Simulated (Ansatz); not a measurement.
# Si2P3: the cost of one run

Program: Ansatz 0.2.0. Level of theory: DFT PBE, scalar-relativistic, plane waves, PAW, unless a step names another level. These are calculated values, not measurements.

1 further run of the same task is left out (it didn't finish).

### 1 The starting structure

Symmetry: P-3m1, No. 164, trigonal system. Conventional cell: a = 3.497 Å, b = 3.497 Å, c = 22.841 Å, α = 90.00°, β = 90.00°, γ = 120.00°. Si (site symmetry 3m) is surrounded by 3 P at 2.26 Å and 1 Si at 2.35 Å. P (site symmetry 3m) has 3 P at 2.35 Å as nearest neighbours. P (site symmetry 3m) is surrounded by 3 Si at 2.26 Å.

Coordinates:

```cif
data_structure
_symmetry_space_group_name_H-M 'P-3m1'
_symmetry_Int_Tables_number 164
_cell_length_a 3.4969
_cell_length_b 3.4969
_cell_length_c 22.8407
_cell_angle_alpha 90.000
_cell_angle_beta 90.000
_cell_angle_gamma 120.000
_cell_volume 241.89
loop_
_atom_site_label
_atom_site_type_symbol
_atom_site_symmetry_multiplicity
_atom_site_Wyckoff_symbol
_atom_site_fract_x
_atom_site_fract_y
_atom_site_fract_z
_atom_site_occupancy
Si1 Si 2 d 0.66667 0.33333 0.36522 1
Si2 Si 2 d 0.66667 0.33333 0.26244 1
P1 P 2 d 0.33333 0.66667 0.02625 1
P2 P 2 d 0.33333 0.66667 0.41011 1
P3 P 2 c 0.00000 0.00000 0.21755 1
```

It came out lowest among 35 distinct ends of the trial cells. At a tolerance of 0.02 Å it has space group P-3m1 (No. 164).

### 2 Tight relaxation for the response runs, on the response runs' mesh and smearing

Input file input.yaml:

```yaml
crystal:
  lattice:
    - [3.4969487767, 0.0, 0.0]
    - [-1.7484743884, 3.0284464764, 0.0]
    - [0.0, 0.0, 22.8407373182]
  atoms:
    - { symbol: Si, position: [0.6666666667, 0.3333333333, 0.3652249654] }
    - { symbol: Si, position: [0.6666666667, 0.3333333333, 0.2624365715] }
    - { symbol: Si, position: [0.3333333333, 0.6666666667, 0.6347750346] }
    - { symbol: Si, position: [0.3333333333, 0.6666666667, 0.7375634285] }
    - { symbol: P, position: [0.3333333333, 0.6666666667, 0.0262549059] }
    - { symbol: P, position: [0.6666666667, 0.3333333333, 0.9737450941] }
    - { symbol: P, position: [0.3333333333, 0.6666666667, 0.410110817] }
    - { symbol: P, position: [0.0, 0.0, 0.217548604] }
    - { symbol: P, position: [0.6666666667, 0.3333333333, 0.589889183] }
    - { symbol: P, position: [0.0, 0.0, 0.782451396] }
basis:
  ecutwfc: 420
kpoints:
  mp_grid: { grid: [12, 12, 2] }
hamiltonian:
  xc: pbe
scf:
  occupations: { method: fixed }
output:
  forces: true
  stress: true
  eigenvalues: true
relax:
  adjacent_minimum: "off"
  f_tol: 0.001
  max_steps: 60
  cell: { stress_tol: 0.01 }
```

Run with:

```bash
ansatz run input.yaml --threads 3 --pin off --max-ram 7680MiB --backend cpu --events-out ev --progress --plain --runs-dir out
```

What time and memory should one allow on 3 threads of Intel Xeon at 2.50GHz (Skylake/Cascade Lake), shared host?

About 2.7 min, with a peak of 0.72 GiB.
